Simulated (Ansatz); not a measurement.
# C₂H₆BN: up Jacob's ladder to CCSD(T)

One table from this session's results is given with a row withheld; the runs are named, their logs left out.

Program: Ansatz 0.2.0, Gaussian basis. Level of theory: functionals in def2-TZVPP, the program's frozen cores in correlated methods. These are calculated values, not measurements.

Levels to be run: LDA (SPW92), PBE-D4, revPBE-D4, BLYP-D4, r2SCAN-D4, B97M-V, PBE0-D4, B3LYP-D4, r2SCANh-D4, r2SCAN0-D4, HSE06-D4, BHLYP-D4, CAM-B3LYP-D4, LC-ωPBE, ωB97X-V, ωB97M-V, B2PLYP, PBE-QIDH; CCSD(T)/def2-SVP; CCSD(T)/def2-TZVPP; MP2/def2-QZVPP; extrapolation to the limit; RPA on PBE.

## Structure used throughout

An earlier PBE0-D4 in a triple-zeta def2 set relaxation fixed the geometry.

SMILES `B/C=N/C`, 10 atoms, charge 0, spin multiplicity 1.

Atoms are counted from 1 here; the program's logs count them from 0.

Bond lengths: B1–C2 1.554 Å, B1–H5 1.196 Å, B1–H6 1.192 Å, C2–N3 1.276 Å, C2–H7 1.104 Å, N3–C4 1.434 Å, C4–H8 1.094 Å, C4–H9 1.094 Å, C4–H10 1.099 Å. Angles: C2–B1–H5 120.5°, C2–B1–H6 118.9°, H5–B1–H6 120.7°, B1–C2–N3 119.4°, B1–C2–H7 121.5°, N3–C2–H7 119.1°, C2–N3–C4 118.5°, N3–C4–H8 108.6°, N3–C4–H9 108.6°, N3–C4–H10 114.0°, H8–C4–H9 106.1°, H8–C4–H10 109.6°, H9–C4–H10 109.6°.

Set-up of the first run:

The input, in.yaml:

```yaml
crystal:
  periodic: [false, false, false]
  atoms:
    - {symbol: B, position_ang: [-1.061288, 1.311907, -1.204756]}
    - {symbol: C, position_ang: [0.007271, 0.432226, -0.498178]}
    - {symbol: N, position_ang: [-0.344282, -0.328654, 0.464459]}
    - {symbol: C, position_ang: [0.658584, -1.130736, 1.102936]}
    - {symbol: H, position_ang: [-0.752176, 2.033990, -2.107334]}
    - {symbol: H, position_ang: [-2.192549, 1.254377, -0.832363]}
    - {symbol: H, position_ang: [1.066327, 0.449808, -0.808808]}
    - {symbol: H, position_ang: [0.360906, -2.181625, 1.035619]}
    - {symbol: H, position_ang: [0.674228, -0.887059, 2.169674]}
    - {symbol: H, position_ang: [1.665879, -1.005333, 0.681654]}
basis:
  gaussian: {orbitals: def2-TZVPP}
hamiltonian: {xc: lda}
output: {orbitals: {seedname: orbitals}}
```

On the command line:

```console
$ ansatz run in.yaml --threads 2 --pin off --events-out ev --progress --plain --max-ram 4352MiB
```

Steps of the session up to this table: LDA; PBE-D4 (GGA); revPBE-D4 (GGA); BLYP-D4 (GGA); r2SCAN-D4 (meta-GGA); B97M-V (meta-GGA); PBE0-D4 (hybrid); B3LYP-D4 (hybrid); r2SCANh-D4 (hybrid); r2SCAN0-D4 (hybrid); HSE06-D4 (hybrid); BHLYP-D4 (hybrid); CAM-B3LYP-D4 (range-separated); LC-ωPBE (range-separated); ωB97X-V (range-separated); ωB97M-V (range-separated); B2PLYP (double hybrid); PBE-QIDH (double hybrid).

One table of the session follows, with a row left open; its other results are not shown here.

It belongs to the step «Frontier levels by functional». 

```
  functional  HOMO (eV)  LUMO (eV)  gap (eV)
 LDA (SPW92)      -6.06      -3.75      2.31
      PBE-D4      -5.97      -3.49      2.48
   revPBE-D4      -5.92      -3.38      2.54
     BLYP-D4      -5.88      -3.33      2.56
   r2SCAN-D4      -6.25      -3.23      3.02
      B97M-V      -6.50      -3.25      3.25
     PBE0-D4      -7.42      -2.46      4.96
    B3LYP-D4      -7.21      -2.68      4.53
  r2SCANh-D4          ?          ?         ?
  r2SCAN0-D4      -7.62      -2.31      5.31
    HSE06-D4      -7.02      -2.85      4.17
    BHLYP-D4      -8.85      -1.35      7.50
CAM-B3LYP-D4      -8.86      -1.33      7.53
     LC-ωPBE     -10.16      -0.15     10.01
     ωB97X-V      -9.86      -0.22      9.64
     ωB97M-V      -9.79      -0.40      9.40
```

**Question.** Estimate the row for r2SCANh-D4.

Worked estimate for «HOMO (eV)». Against the share of exact exchange, r2SCAN-D4 (0, -6.25), r2SCAN0-D4 (0.25, -7.62) give a slope of -5.48 per unit share; at 0.1 the line stands at -6.80.

As computed: HOMO (eV): -6.80; LUMO (eV): -2.86; gap (eV): 3.94. In «HOMO (eV)» the line misses by 0.00.
